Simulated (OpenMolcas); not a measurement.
# CuF (fluorocopper) at MN15-L/pcseg-2

Aim: the energy change on altering one bond length of CuF (fluorocopper) at MN15-L/pcseg-2, from 2 runs. 

The results are computed with OpenMolcas 26.06.

## 1. The structure to begin with

CuF: 2 atoms, total charge 0, spin state singlet. SMILES: `[F][Cu]`. The shape comes from GFN2-xTB, which is rough for such elements, and wasn't checked as a minimum.

Bond lengths: F1–Cu2 1.716 Å.

## 2. Energy and gradient at MN15-L/pcseg-2

Input file job.inp:

```
* CuF Kohn-Sham DFT

&GATEWAY
 BasLib=$CurrDir
 Coord
 2
 angstrom
 F        0.730430      -0.261570       0.366750
 Cu      -0.730430       0.261570      -0.366750
 Basis=pcseg-2
 Group=NoSym

&SEWARD
 GridInput
 Grid=Fine
 End of Grid

&SCF
 KSDFT=2
 1.0 MGGA_X_MN15_L
 1.0 MGGA_C_MN15_L
 PrOrbitals=0

&ALASKA
```

The basis set pcseg-2 is read from a file made from the Basis Set Exchange's data (not shown).

Launch:

```sh
$ export MOLCAS_MEM=1860
$ pymolcas job.inp > job.log
```

What it wrote:

```text
--- Start Module: gateway ---
[...]
--- Stop Module: gateway /rc=_RC_ALL_IS_WELL_ ---
[...]
      Basis functions           86
[...]
--- Start Module: scf ---
[...]
       Convergence after  13 Iterations
[...]
::    Total KS-DFT energy                           -1740.3328545618
[...]
      Total spin, S                                     0.0000000000
[...]
      Total electronic charge=   38.000000
      Total            charge=   -0.000000
[...]
      Dipole Moment (debye):
      Origin of the operator (angstrom)=   -0.3917    0.1403   -0.1967
                   X= -4.1258E+00               Y=  1.4775E+00               Z= -2.0716E+00           Total=  4.8473E+00
      Quadrupole Moment (debye*angstrom):
[...]
--- Stop Module: scf /rc=_RC_ALL_IS_WELL_ ---
[...]
--- Start Module: alaska ---
[...]
 *              Molecular gradients               *
 **************************************************
  Irreducible representation: a
 ------------------------------------------------------------------------------------------
                              X                       Y                       Z
 ------------------------------------------------------------------------------------------
  F1               -1.15413520222241E-02    4.13300583003817E-03   -5.79493018442889E-03
  CU2               1.15413520222027E-02   -4.13300583003462E-03    5.79493018445021E-03
 ------------------------------------------------------------------------------------------
--- Stop Module: alaska /rc=_RC_ALL_IS_WELL_ ---
[...]
```

Run time: 12 s. Hardware: 1 thread of Arm Neoverse V1, shared host; peak memory 0.47 GiB.

## 3. The distorted shape at the same level

Input file job.inp:

```
* CuF Kohn-Sham DFT

&GATEWAY
 BasLib = $CurrDir
 Coord
 2
 angstrom
 F        1.460856      -0.523139       0.733498
 Cu      -0.730430       0.261570      -0.366750
 Basis = pcseg-2
 Group = NoSym

&SEWARD
 GridInput
 Grid=Fine
 End of Grid

&SCF
 KSDFT = 2
 1.0 MGGA_X_MN15_L
 1.0 MGGA_C_MN15_L
 PrOrbitals = 0

&ALASKA
```

The basis set pcseg-2 is read from a file made from the Basis Set Exchange's data (not shown).

Launch:

```sh
$ export MOLCAS_MEM=1860
$ pymolcas job.inp > job.log
```

What it wrote:

```text
--- Start Module: gateway ---
[...]
--- Stop Module: gateway /rc=_RC_ALL_IS_WELL_ ---
[...]
      Basis functions           86
[...]
--- Start Module: scf ---
[...]
       Convergence after  16 Iterations
[...]
::    Total KS-DFT energy                           -1740.2604067296
[...]
      Total spin, S                                     0.0000000000
[...]
      Total electronic charge=   38.000000
      Total            charge=   -0.000000
[...]
      Dipole Moment (debye):
      Origin of the operator (angstrom)=   -0.2223    0.0796   -0.1116
                   X= -6.8389E+00               Y=  2.4491E+00               Z= -3.4338E+00           Total=  8.0349E+00
      Quadrupole Moment (debye*angstrom):
[...]
--- Stop Module: scf /rc=_RC_ALL_IS_WELL_ ---
[...]
--- Start Module: alaska ---
[...]
 *              Molecular gradients               *
 **************************************************
  Irreducible representation: a
 ------------------------------------------------------------------------------------------
                              X                       Y                       Z
 ------------------------------------------------------------------------------------------
  F1                3.91321144712471E-02   -1.40133795464030E-02    1.96482935956990E-02
  CU2              -3.91321144712400E-02    1.40133795464039E-02   -1.96482935957007E-02
 ------------------------------------------------------------------------------------------
--- Stop Module: alaska /rc=_RC_ALL_IS_WELL_ ---
[...]
```

Wall time 11 s (1 thread of Arm Neoverse V1, shared host); peak memory 0.47 GiB.

## 4. Outcome

Level: MN15-L/pcseg-2.

| quantity | value |
| --- | --- |
| first shape: total energy | -1740.33285 Eh |
| first shape: dipole moment | 4.85 D |
| first shape: HOMO energy | -5.83 eV |
| first shape: LUMO energy | -3.20 eV |
| first shape: HOMO–LUMO gap | 2.63 eV |
| first shape: largest force on an atom | 0.697 eV/Å |
| distorted shape: total energy | -1740.26041 Eh |
| distorted shape: dipole moment | 8.03 D |
| distorted shape: HOMO energy | -6.01 eV |
| distorted shape: LUMO energy | -4.38 eV |
| distorted shape: HOMO–LUMO gap | 1.63 eV |
| distorted shape: largest force on an atom | 2.364 eV/Å |
| energy change with the F1–Cu2 bond stretched from 1.716 to 2.574 Å | 1.971 eV |

**Reading.** With the F1–Cu2 bond stretched from 1.716 to 2.574 Å the energy rises by 1.97 eV (45 kcal/mol). The first shape isn't relaxed at this level, so the change isn't measured from a minimum. A restricted reference can't describe the breaking bond well at this length. The largest force (first shape) is 0.70 eV/Å: the shape isn't a stationary point for this species at this level.
